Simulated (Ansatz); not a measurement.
# CO: the cost of one run

Program: Ansatz 0.2.0. Level of theory: DFT PBE, scalar-relativistic, plane waves, PAW, and further levels as typed in the inputs. These are calculated values, not measurements.

### 1 The starting structure

Symmetry: Pmm2, No. 25, orthorhombic system. Conventional cell: a = 12.000 Å, b = 12.500 Å, c = 14.000 Å, α = 90.00°, β = 90.00°, γ = 90.00°. C (site symmetry mm2) has 1 O at 1.14 Å as nearest neighbours. O (site symmetry mm2) is surrounded by 1 C at 1.14 Å.

Coordinates:

```
C O
1.0
    12.00000    0.00000    0.00000
     0.00000   12.50000    0.00000
     0.00000    0.00000   14.00000
C O
1 1
Direct
  0.50000 0.49600 0.42857
  0.50000 0.49600 0.51000
```

### 2 Relaxing the atoms: CO in a box, no spin

Contents of input.yaml:

```yaml
crystal:
  lattice:
    - [12.0, 0.0, 0.0]
    - [0.0, 12.5, 0.0]
    - [0.0, 0.0, 14.0]
  atoms:
    - { symbol: C, position: [0.5, 0.496, 0.4285714286] }
    - { symbol: O, position: [0.5, 0.496, 0.51] }
scf:
  occupations: { method: fixed }
output:
  forces: true
hamiltonian:
  xc: pbe
kpoints:
  mp_grid: { grid: [1, 1, 1] }
relax:
  f_tol: 0.003
  max_steps: 80
```

Run with:

```
$ ansatz run input.yaml --threads 8 --pin off --max-ram 12288MiB --backend cpu --events-out ev --progress --plain --runs-dir out
```

What time and memory should one allow on 8 threads of Arm Neoverse V2, shared host?

About 2.3 s, with a peak of 1 GiB.
